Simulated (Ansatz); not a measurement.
**C2H4SiZn: a ladder of functionals and wavefunction methods**

The task here is to estimate one member of a computed series from the others.

Computed with Ansatz 0.2.0, Gaussian basis. Level: functionals in def2-TZVPP, the program's frozen cores in correlated methods.

The runs, in order: LDA (SPW92), PBE-D4, revPBE-D4, BLYP-D4, r2SCAN-D4, B97M-V, PBE0-D4, B3LYP-D4, r2SCANh-D4, r2SCAN0-D4, HSE06-D4, BHLYP-D4, CAM-B3LYP-D4, LC-ωPBE, ωB97X-V, ωB97M-V, B2PLYP, PBE-QIDH; CCSD(T)/def2-SVP; CCSD(T)/def2-TZVPP; MP2/def2-QZVPP; extrapolation to the limit; RPA on PBE.

**The geometry**

An earlier PBE0-D4 in a triple-zeta def2 set relaxation fixed the geometry.

8 atoms, charge 0, spin multiplicity 1.

Atoms are counted from 1 here; the program's logs count them from 0.

Bond lengths: Si2–C3 1.807 Å, Si2–C4 1.809 Å, Si2–H5 1.483 Å, Si2–H6 1.482 Å, C3–C4 1.331 Å, C3–H7 1.083 Å, C4–H8 1.083 Å. Angles: C3–Si2–C4 43.2°, C3–Si2–H5 121.4°, C3–Si2–H6 121.7°, C4–Si2–H5 121.4°, C4–Si2–H6 121.7°, H5–Si2–H6 111.5°, Si2–C3–C4 68.5°, Si2–C3–H7 155.6°, C4–C3–H7 135.9°, Si2–C4–C3 68.3°, Si2–C4–H8 155.7°, C3–C4–H8 135.9°.

As a file:

```
Zn   -2.8735   -0.1857   -1.6226
Si    0.2814    0.9261    0.4104
C     1.1220   -0.5514   -0.2026
C    -0.0490   -0.8513    0.3541
H    -0.3991    1.8675   -0.5118
H     0.7051    1.5997    1.6608
H     1.9205   -1.1055   -0.6801
H    -0.6152   -1.7564    0.5360
```

The first run:

Contents of in.yaml:

```yaml
crystal:
  periodic: [false, false, false]
  atoms:
    - {symbol: Zn, position_ang: [-2.873520, -0.185737, -1.622569]}
    - {symbol: Si, position_ang: [0.281396, 0.926112, 0.410367]}
    - {symbol: C, position_ang: [1.121959, -0.551390, -0.202628]}
    - {symbol: C, position_ang: [-0.048955, -0.851298, 0.354112]}
    - {symbol: H, position_ang: [-0.399134, 1.867477, -0.511790]}
    - {symbol: H, position_ang: [0.705084, 1.599678, 1.660821]}
    - {symbol: H, position_ang: [1.920475, -1.105516, -0.680060]}
    - {symbol: H, position_ang: [-0.615205, -1.756425, 0.536049]}
basis:
  gaussian: {orbitals: def2-TZVPP}
hamiltonian: {xc: lda}
output: {orbitals: {seedname: orbitals}}
```

Steps of the session up to this table: LDA; PBE-D4 (GGA); revPBE-D4 (GGA); BLYP-D4 (GGA); r2SCAN-D4 (meta-GGA); B97M-V (meta-GGA); PBE0-D4 (hybrid); B3LYP-D4 (hybrid); r2SCANh-D4 (hybrid); r2SCAN0-D4 (hybrid); HSE06-D4 (hybrid); BHLYP-D4 (hybrid); CAM-B3LYP-D4 (range-separated); LC-ωPBE (range-separated); ωB97X-V (range-separated); ωB97M-V (range-separated); B2PLYP (double hybrid); PBE-QIDH (double hybrid).

One table of the session follows, with a row left open; its other results are not shown here.

It belongs to the step «Orbital energies across the functionals». 

```
  functional  HOMO (eV)  gap (eV)
 LDA (SPW92)      -5.91      4.04
      PBE-D4      -5.67      4.03
   revPBE-D4      -5.57      4.03
     BLYP-D4      -5.61      4.14
   r2SCAN-D4      -5.88      4.46
      B97M-V      -5.61      4.21
     PBE0-D4      -6.37      5.65
    B3LYP-D4      -6.34      5.43
  r2SCANh-D4      -6.15      5.07
  r2SCAN0-D4      -6.55      5.95
    HSE06-D4      -5.97      4.87
    BHLYP-D4      -7.04      7.10
CAM-B3LYP-D4          ?         ?
     LC-ωPBE      -8.72      9.91
     ωB97X-V      -8.44      9.53
     ωB97M-V      -8.44      9.33
```

Estimate the missing values for CAM-B3LYP-D4.

As computed: HOMO (eV): -7.65; gap (eV): 7.88. In the column «HOMO (eV)» it lies between ωB97M-V (-8.44) and BHLYP-D4 (-7.04).
